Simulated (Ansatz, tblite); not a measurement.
## A script for NaTlTe2 (GFN2-xTB)

These are simulated results from tblite 0.8.0, not measurements. The cell was built from a prototype and was relaxed with r2SCAN in plane waves (Ansatz 0.2.0). It may be hypothetical. All runs are without spin polarisation.

The symmetry is P-4m2 (No. 115, tetragonal); a = 4.635 Å, c = 7.423 Å in the conventional setting, 39.86 Å³ an atom. Around Na lie 4 Te at 3.06 Å; around Te lie 2 Tl at 2.88 Å and 2 Na at 3.06 Å; around Tl lie 4 Te at 2.88 Å.

tblite solves periodic systems at the zone centre alone, so the script builds a cluster of 2×2×2 conventional cells (32 atoms), which folds in a coarse mesh of k points.

The script, run.py:

```python
import json
from ase import Atoms
from ase.build import make_supercell
from ase.units import Bohr, GPa, Hartree
from tblite.interface import Calculator

atoms = Atoms(['Na', 'Te', 'Tl', 'Te'],
              cell=[[4.634593, 0.0, 0.0], [0.0, 4.634593, 0.0], [0.0, 0.0, 7.422936]],
              scaled_positions=[[0.0, 0.0, 0.0], [-0.0, 0.5, 0.268571], [0.5, 0.5, 0.5], [0.5, 0.0, 0.731429]],
              pbc=True)
cluster = make_supercell(atoms, [[2, 0, 0], [0, 2, 0], [0, 0, 2]])
calc = Calculator('GFN2-xTB', cluster.numbers, cluster.positions / Bohr, lattice=cluster.cell[:] / Bohr, periodic=cluster.pbc)
calc.set('temperature', 0.02 / Hartree)
calc.set('max-iter', 150)
res = calc.singlepoint()
levels = res.get('orbital-energies') * Hartree
nv = round(res.get('orbital-occupations').sum() / 2)
cells = len(cluster) // len(atoms)
out = {'energy_per_cell': res.get('energy') * Hartree / cells, 'homo': levels[nv - 1], 'lumo': levels[nv],
       'stress': (-res.get('virial') * Hartree / cluster.get_volume() / GPa).tolist(), 'charges': res.get('charges')[:len(atoms)].tolist(), 'electrons': 2 * nv / cells}
json.dump(out, open('results.json', 'w'))
for key, value in out.items():
    print(key, value)
```

Command: `python run.py`. It took 1.8 s on 1 thread of Arm Neoverse V2 (shared host), peak memory 0.096 GiB.

The log:

```
------------------------------------------------------------
  cycle        total energy    energy error   density error
------------------------------------------------------------
      1     -64.01655590005  -6.4091874E+01   1.0822912E+00
      2     -64.08517623837  -6.8620338E-02   4.1943157E-01
      3     -62.72962976235   1.3555465E+00   2.0143393E-01
      4     -57.35685181581   5.3727779E+00   4.2843501E-01
      5     -65.24845144157  -7.8915996E+00   2.2937756E-01
      6     -65.30489521510  -5.6443774E-02   7.3361360E-02
      7     -65.27534153210   2.9553683E-02   1.2420941E-01
      8     -65.29438192563  -1.9040394E-02   4.1420154E-02
      9     -65.29704226980  -2.6603442E-03   1.6175175E-02
     10     -65.29749492022  -4.5265042E-04   1.8280369E-02
     11     -65.30772792306  -1.0233003E-02   2.1203572E-02
     12     -65.30583658896   1.8913341E-03   2.0496854E-02
     13     -65.30801434189  -2.1777529E-03   1.8647192E-02
     14     -65.30775631472   2.5802717E-04   1.6499359E-02
     15     -65.30823741437  -4.8109965E-04   1.0974424E-02
     16     -65.30828164858  -4.4234210E-05   8.5049790E-03
     17     -65.30850080365  -2.1915507E-04   6.7565701E-03
     18     -65.30846905808   3.1745564E-05   5.6642738E-03
     19     -65.30855450364  -8.5445555E-05   4.8484135E-03
     20     -65.30864843275  -9.3929112E-05   3.6533855E-03
     21     -65.30868432204  -3.5889293E-05   2.6555250E-03
     22     -65.30869845802  -1.4135977E-05   2.4805904E-03
     23     -65.30869221615   6.2418696E-06   2.4326874E-03
     24     -65.30870510601  -1.2889861E-05   1.6078911E-03
     25     -65.30871943645  -1.4330441E-05   9.3526505E-04
     26     -65.30872468883  -5.2523774E-06   1.1282783E-03
     27     -65.30872522963  -5.4080559E-07   9.1447105E-04
     28     -65.30872546069  -2.3105767E-07   6.7475310E-04
     29     -65.30872555191  -9.1222205E-08   6.5019419E-04
     30     -65.30872548346   6.8456757E-08   6.3335134E-04
     31     -65.30872528345   2.0000606E-07   5.7933092E-04
     32     -65.30872530689  -2.3436698E-08   8.0418530E-04
     33     -65.30872636577  -1.0588831E-06   6.1201644E-04
     34     -65.30872670733  -3.4155855E-07   2.1788187E-04
     35     -65.30872667940   2.7930284E-08   2.1314545E-04
     36     -65.30872665671   2.2689264E-08   2.4736026E-04
     37     -65.30872681367  -1.5695991E-07   8.5307213E-05
     38     -65.30872689087  -7.7198507E-08   8.3289561E-05
     39     -65.30872693643  -4.5565329E-08   6.6485985E-05
     40     -65.30872691434   2.2095861E-08   8.8193161E-05
     41     -65.30872693909  -2.4749582E-08   6.9126430E-05
     42     -65.30872699041  -5.1320058E-08   3.9845724E-05
     43     -65.30872701984  -2.9435384E-08   3.7396702E-05
     44     -65.30872703209  -1.2242211E-08   2.0135632E-05
     45     -65.30872703657  -4.4890527E-09   1.6131478E-05
------------------------------------------------------------

 total:                                   1.236 sec
energy_per_cell -222.14262276903105
homo -7.911726599860935
lumo -7.911722390840002
stress [[2.7419690296442125, -2.239617430924083e-06, -2.6586793215794132e-06], [-2.2396174309246187e-06, 2.741921481553026, -2.553110027152681e-06], [-2.6586793216574355e-06, -2.553110027177003e-06, 1.529744581846732]]
charges [0.4959576451911807, -0.15410176748475174, -0.18775130743015356, -0.15413975333916347]
electrons 16.0
```

The cycle table is in hartree for the whole cluster, and the lines after it are in eV (the energy for one cell). The printed stress is in GPa and positive in compression, and the pressure is its mean diagonal.

GFN2-xTB gives no gap at the points read. On the same cell, plane-wave PBE (Ansatz, 6×6×4 k points and the special points) gives a gap of 0.07 eV and r2SCAN a gap of 0.31 eV; on shared hosts these took about 14 and 30 core-seconds on the 4-atom cell, against 1.8 for the script. Spin-orbit coupling, left out in all these runs, can cut or reorder the gap by tenths of an eV, up to about 1 eV with Pb or Bi.

The same script was run on cells scaled at fixed shape and fractional coordinates:

| volume (Å³/atom) | energy (meV/atom) | pressure (GPa, positive in compression) | gap (eV) |
| --- | --- | --- | --- |
| 35.08 | 121.2 | 6.34 | 0.05 |
| 37.47 | 45.0 | 3.93 | 0.02 |
| 39.86 | 0.0 | 2.34 | 0.00 |
| 42.25 | -21.0 | 0.72 | 0.00 |
| 44.64 | -23.8 | -0.38 | 0.00 |

A Birch-Murnaghan fit puts the minimum at 43.84 Å³/atom, 10.0 % above the given cell, with a bulk modulus of 18.8 GPa at fixed shape.

xTB was fitted mostly to molecules, and a small cluster samples few k points, so gaps, pressures and kinks along a curve can be far from a solid's.

Spin-orbit coupling is left out; in compounds of Pb, Bi, Tl or Hg it can lower a gap by up to about 1 eV, split its edges or invert the bands.
